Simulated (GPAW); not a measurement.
# HfGe (Pm-3m) in GPAW: convergence with k mesh

Aim: find how far k mesh must go before the results for HfGe settle, at PBE. This setting moves, with any that are tied to it; all else stays.

Program: GPAW 26.7.0. These are calculated values, not measurements. Logs are shortened: lines on timing, memory, paths and dates and some standing lists are left out, and cuts for length are marked. The log counts tension as positive stress, the text compression.

**1. The crystal as given**

The structure is cubic, space group Pm-3m (No. 221). The conventional cell has a = 3.501 Å, b = 3.501 Å, c = 3.501 Å, α = 90.00°, β = 90.00°, γ = 90.00°. Hf (site symmetry m-3m) has 8 Ge at 3.03 Å as nearest neighbours. Ge (site symmetry m-3m) has 8 Hf at 3.03 Å as nearest neighbours.

The cell was built by a generator and needn't be a form met in nature.

**2. With k mesh 2 × 2 × 2**

Contents of run.py:

```python
from ase import Atoms
from ase.dft.bandgap import bandgap
from ase.io import write
from ase.units import GPa
from gpaw import GPAW, PW

atoms = Atoms(['Hf', 'Ge'],
              cell=[[3.50083787, 0.0, 0.0],
                    [0.0, 3.50083787, 0.0],
                    [0.0, 0.0, 3.50083787]],
              scaled_positions=[[0.0, 0.0, 0.0],
                                [0.5, 0.5, 0.5]],
              pbc=True)

calc = GPAW(mode=PW(600),
            xc='PBE',
            kpts={'size': (2, 2, 2), 'gamma': True},
            occupations={'name': 'fermi-dirac', 'width': 0.05},
            nbands=18,
            convergence={'density': 1e-05, 'energy': 1e-05},
            maxiter=100,
            txt='gpaw.txt')
atoms.calc = calc
energy = atoms.get_potential_energy()
forces = atoms.get_forces()
stress = atoms.get_stress()
calc.write('gs.gpw')
write('result.traj', atoms)
print(f'Energy: {energy:.6f} eV')
print('Forces (eV/A):')
print(forces.round(4))
print('Stress (GPa):', (stress / GPa).round(3))
print('Fermi level:', round(calc.get_fermi_level(), 4), 'eV')
print(f'Gap: {bandgap(calc)[0]:.4f} eV, direct: {bandgap(calc, direct=True)[0]:.4f} eV')
```

Potentials or basis: GPAW PAW data sets (gpaw-data 1.2.1), pw.

The run is started by

```bash
$ OMP_NUM_THREADS=1 python run.py
```

It took 3.5 s on 1 thread of Arm Neoverse V1, shared host; peak memory 0.13 GiB.

Results:

| Quantity | Value |
| --- | --- |
| Free energy | -13.0992 eV |
| Pressure | -16.7 GPa |
| Band gap on the k mesh | none (metal or under the smearing width) |

**3. With k mesh 3 × 3 × 3**

run.py: that of step 2 with these lines changed.

```diff
@@ -16,3 +16,3 @@
             xc='PBE',
-            kpts={'size': (2, 2, 2), 'gamma': True},
+            kpts={'size': (3, 3, 3), 'gamma': True},
             occupations={'name': 'fermi-dirac', 'width': 0.05},
```

Potentials or basis: GPAW PAW data sets (gpaw-data 1.2.1), pw.

The run is started by

```bash
$ OMP_NUM_THREADS=1 python run.py
```

It took 3.5 s on 1 thread of Arm Neoverse V1, shared host; peak memory 0.13 GiB.

Results:

| Item | Value |
| --- | --- |
| Free energy | -12.4707 eV |
| Pressure | -12.0 GPa |
| Band gap on the k mesh | none (metal or under the smearing width) |

**4. With k mesh 4 × 4 × 4**

run.py: that of step 3 with these lines changed.

```diff
@@ -16,3 +16,3 @@
             xc='PBE',
-            kpts={'size': (3, 3, 3), 'gamma': True},
+            kpts={'size': (4, 4, 4), 'gamma': True},
             occupations={'name': 'fermi-dirac', 'width': 0.05},
```

The run is started by

```bash
$ OMP_NUM_THREADS=1 python run.py
```

Run time: 5.3 s. Hardware: 1 thread of Arm Neoverse V1, shared host; peak memory 0.14 GiB.

The run converged. Its results:

- Free energy: -12.3413 eV
- Pressure: -10.3 GPa
- Band gap on the k mesh: none (metal or under the smearing width)

**5. With k mesh 5 × 5 × 5**

run.py: that of step 4 with these lines changed.

```diff
@@ -16,3 +16,3 @@
             xc='PBE',
-            kpts={'size': (4, 4, 4), 'gamma': True},
+            kpts={'size': (5, 5, 5), 'gamma': True},
             occupations={'name': 'fermi-dirac', 'width': 0.05},
```

The run is started by

```bash
$ OMP_NUM_THREADS=1 python run.py
```

Wall time 5.2 s (1 thread of Arm Neoverse V1, shared host); peak memory 0.14 GiB.

It converged, with:

```
Free energy            : -12.3732 eV
Pressure               : -11.5 GPa
Band gap on the k mesh : none (metal or under the smearing width)
```

**6. With k mesh 6 × 6 × 6**

run.py: that of step 5 with these lines changed.

```diff
@@ -16,3 +16,3 @@
             xc='PBE',
-            kpts={'size': (5, 5, 5), 'gamma': True},
+            kpts={'size': (6, 6, 6), 'gamma': True},
             occupations={'name': 'fermi-dirac', 'width': 0.05},
```

Potentials or basis: GPAW PAW data sets (gpaw-data 1.2.1), pw.

The run is started by

```bash
$ OMP_NUM_THREADS=1 python run.py
```

Wall time 8.3 s (1 thread of Arm Neoverse V1, shared host); peak memory 0.14 GiB.

It converged, with:

```yaml
Free_energy: -12.3688 eV
Pressure: -11.9 GPa
Band_gap_on_the_k_mesh: none (metal or under the smearing width)
```

**7. With k mesh 7 × 7 × 7**

run.py: that of step 6 with these lines changed.

```diff
@@ -16,3 +16,3 @@
             xc='PBE',
-            kpts={'size': (6, 6, 6), 'gamma': True},
+            kpts={'size': (7, 7, 7), 'gamma': True},
             occupations={'name': 'fermi-dirac', 'width': 0.05},
```

The run is started by

```bash
$ OMP_NUM_THREADS=1 python run.py
```

Wall time 8.1 s (1 thread of Arm Neoverse V1, shared host); peak memory 0.14 GiB.

It converged, with:

| Property | Result |
| --- | --- |
| Free energy | -12.3800 eV |
| Pressure | -11.7 GPa |
| Band gap on the k mesh | none (metal or under the smearing width) |

**8. With k mesh 8 × 8 × 8**

run.py: that of step 7 with these lines changed.

```diff
@@ -16,3 +16,3 @@
             xc='PBE',
-            kpts={'size': (7, 7, 7), 'gamma': True},
+            kpts={'size': (8, 8, 8), 'gamma': True},
             occupations={'name': 'fermi-dirac', 'width': 0.05},
```

The run is started by

```bash
$ OMP_NUM_THREADS=1 python run.py
```

It took 13 s on 1 thread of Arm Neoverse V1, shared host; peak memory 0.15 GiB.

It converged, with:

| Property | Result |
| --- | --- |
| Free energy | -12.3681 eV |
| Pressure | -11.3 GPa |
| Band gap on the k mesh | none (metal or under the smearing width) |

**9. With k mesh 10 × 10 × 10**

run.py: that of step 8 with these lines changed.

```diff
@@ -16,3 +16,3 @@
             xc='PBE',
-            kpts={'size': (8, 8, 8), 'gamma': True},
+            kpts={'size': (10, 10, 10), 'gamma': True},
             occupations={'name': 'fermi-dirac', 'width': 0.05},
```

Potentials or basis: GPAW PAW data sets (gpaw-data 1.2.1), pw.

The run is started by

```bash
$ OMP_NUM_THREADS=1 python run.py
```

gpaw.txt:

```text
__  _  _
 | _ |_)|_||  |
 |__||  | ||/\| - 26.7.0

Input parameters:
  mode=PW(ecut=600.0),
  convergence={'density': 1e-05, 'energy': 1e-05},
  kpts=MonkhorstPack(size=(10, 10, 10), gamma=True),
  maxiter=100,
  nbands=18,
  occupations=Occupations(name='fermi-dirac', width=0.05),
  xc=XC(name='PBE')

Diagonalizing LCAO Hamiltonian
Converting LCAO to pw mode
   .--------.
  /|        |
 * |        |
 | |  Ge    |
 | .--------.
 |/        /
 Hf-------*

Atoms  # Å, Bohr magnetons
|   | symbol |        x |        y |        z |    initial magnetic moments |
|---|--------|----------|----------|----------|-----------------------------|
| 0 |     Hf | 0.000000 | 0.000000 | 0.000000 | ( 0.0000,  0.0000,  0.0000) |
| 1 |     Ge | 1.750419 | 1.750419 | 1.750419 | ( 0.0000,  0.0000,  0.0000) |

Unit cell  # Å
| periodic |        x |        y |        z |  lengths |    angles |
|----------|----------|----------|----------|----------|-----------|
|      yes | 3.500838 | 0.000000 | 0.000000 | 3.500838 | 90.000000 |
|      yes | 0.000000 | 3.500838 | 0.000000 | 3.500838 | 90.000000 |
|      yes | 0.000000 | 0.000000 | 3.500838 | 3.500838 | 90.000000 |

Number of symmetries: 48
Symmetry operations  # r_c * U_cc + t_c -> r_c
|    | kind |            matrix            |
|----|------|------------------------------|
|  0 |  E   |  1, 0, 0,  0, 1, 0,  0, 0, 1 |
|  1 |  σ   |  1, 0, 0,  0, 1, 0,  0, 0,-1 |
|  2 |  σ   |  1, 0, 0,  0, 0, 1,  0, 1, 0 |
|  3 |  C4  |  1, 0, 0,  0, 0, 1,  0,-1, 0 |
|  4 |  C4  |  1, 0, 0,  0, 0,-1,  0, 1, 0 |
|  5 |  σ   |  1, 0, 0,  0, 0,-1,  0,-1, 0 |
|  6 |  σ   |  1, 0, 0,  0,-1, 0,  0, 0, 1 |
|  7 |  C2  |  1, 0, 0,  0,-1, 0,  0, 0,-1 |
|  8 |  σ   |  0, 1, 0,  1, 0, 0,  0, 0, 1 |
|  9 |  C2  |  0, 1, 0,  1, 0, 0,  0, 0,-1 |
| 10 |  C3  |  0, 1, 0,  0, 0, 1,  1, 0, 0 |
| 11 |  S6  |  0, 1, 0,  0, 0, 1, -1, 0, 0 |
| 12 |  S6  |  0, 1, 0,  0, 0,-1,  1, 0, 0 |
| 13 |  C3  |  0, 1, 0,  0, 0,-1, -1, 0, 0 |
| 14 |  C4  |  0, 1, 0, -1, 0, 0,  0, 0, 1 |
| 15 |  S4  |  0, 1, 0, -1, 0, 0,  0, 0,-1 |
[... 144 lines left out ...]
  Backstep threshold: 4.0
  History deletion threshold: 6.0
  Fourier metric: weight=20.0, sigma=0.015

occupation numbers:
  Fermi-Dirac:
    width: 0.0500  # eV

poisson solver:
  ecut: 4800.0  # eV

xc functional:
  name: PBE with 2 nearest neighbor stencil

convergence criteria:
- Maximum integral of absolute [dens]ity change: 1e-05 electrons / valence electron
- Maximum [total energy] change in last 3 cyles: 1e-05 eV / valence electron
- Maximum integral of absolute [eigenst]ate change: 4e-08 eV^2 / valence electron
maximum number of iterations: 100

SCF iterations
|iter     | |      energy | eigst |  dens |
|---------|-|-------------|-------|-------|
|iter:   1| |  -12.593783 | -0.42 |       |
|iter:   2| |  -12.526528 | -2.76 | -1.15 |
|iter:   3| |  -12.340688 | -1.82 | -1.19 |
|iter:   4| |  -12.342219 | -3.15 | -1.72 |
|iter:   5| |  -12.343767 | -3.41 | -2.05 |
|iter:   6| |  -12.343805 | -4.74 | -2.77 |
|iter:   7| |  -12.343807c| -6.42 | -3.58 |
|iter:   8| |  -12.343806c| -7.68c| -4.21 |
|iter:   9| |  -12.343807c| -8.68c| -5.15c|

Converged in 9 steps
Energy contributions relative to reference atoms: (reference = -466983.753128)

Energy contributions:
  Kinetic:          -0.477279
  Coulomb:          -0.433087
  Zero:             -0.481203
  External:          0.000000
  Xc:              -10.939760
  Entropy:          -0.024956
  Spinorbit:         0.000000
  ----------------------------
  Free energy:     -12.356284
  Extrapolated:    -12.343807

dipole moment: (-12.713641, -12.713641, -12.713641)  # |e|*Ang

Fermi level: 8.572
Eigenvalues  # (at kpt = [0.000, 0.000, 0.000])
| band index |      eig [eV] | occ [0-2] |
|------------|---------------|-----------|
|          0 |       -53.883 |     2.000 |
|          1 |       -22.595 |     2.000 |
|          2 |       -22.595 |     2.000 |
|          3 |       -22.595 |     2.000 |
|          4 |        -2.134 |     2.000 |
|          5 |         7.363 |     2.000 |
|          6 |         7.363 |     2.000 |
|          7 |        10.181 |     0.000 |
|          8 |        10.181 |     0.000 |
|          9 |        10.181 |     0.000 |
|         10 |        11.621 |     0.000 |
|         11 |        11.621 |     0.000 |
|         12 |        11.621 |     0.000 |
|         13 |        12.229 |     0.000 |
|         14 |        19.043 |     0.000 |
|        ... |               |           |
|         17 |        23.324 |     0.000 |

No gap
No difference between direct/indirect transitions

Forces  # eV/Ang
|        x |        y |        z |
|----------|----------|----------|
| -0.00000 | -0.00000 | -0.00000 |  # Hf   0
|  0.00000 |  0.00000 |  0.00000 |  # Ge   1

Stress tensor  # eV/Ang^3
|        x |        y |        z |
|----------|----------|----------|
| 0.071197 | 0.000000 | 0.000000 |
| 0.000000 | 0.071197 | 0.000000 |
| 0.000000 | 0.000000 | 0.071197 |

# Writing to gs.gpw (mode='')
```

stdout:

```text
Energy: -12.343807 eV
Forces (eV/A):
[[-0. -0. -0.]
 [ 0.  0.  0.]]
Stress (GPa): [11.407 11.407 11.407  0.     0.     0.   ]
Fermi level: 8.5725 eV
Gap: 0.0000 eV, direct: 0.0000 eV
```

It took 19 s on 1 thread of Arm Neoverse V1, shared host; peak memory 0.17 GiB.

Results:

```yaml
Free_energy: -12.3563 eV
Pressure: -11.4 GPa
Band_gap_on_the_k_mesh: none (metal or under the smearing width)
```

**10. Summary**

| k mesh | energy less the tightest run, at zero smearing (meV/atom) | pressure (GPa) | SCF cycles | CPU time (s) | peak memory (GiB) |
| --- | --- | --- | --- | --- | --- |
| 2 × 2 × 2 | -365.07 | -16.67 | 9 | 3.5 | 0.13 |
| 3 × 3 × 3 | -52.10 | -11.99 | 9 | 3.5 | 0.13 |
| 4 × 4 × 4 | 6.13 | -10.26 | 9 | 5.3 | 0.14 |
| 5 × 5 × 5 | -9.30 | -11.51 | 9 | 5.2 | 0.14 |
| 6 × 6 × 6 | -5.68 | -11.88 | 9 | 8.3 | 0.14 |
| 7 × 7 × 7 | -12.49 | -11.65 | 9 | 8.1 | 0.14 |
| 8 × 8 × 8 | -5.25 | -11.34 | 10 | 13 | 0.15 |
| 10 × 10 × 10 | 0.00 | -11.41 | 9 | 19 | 0.17 |

Against the tightest run, the pressure stays within 0.1 GPa from 8 × 8 × 8 on. Not settled before the last step: the energy (to 1 meV/atom). Meshes of other sizes hit other points, so gaps and Fermi surfaces needn't settle smoothly. The tightest run that finished is the yardstick and may itself not be fully converged.
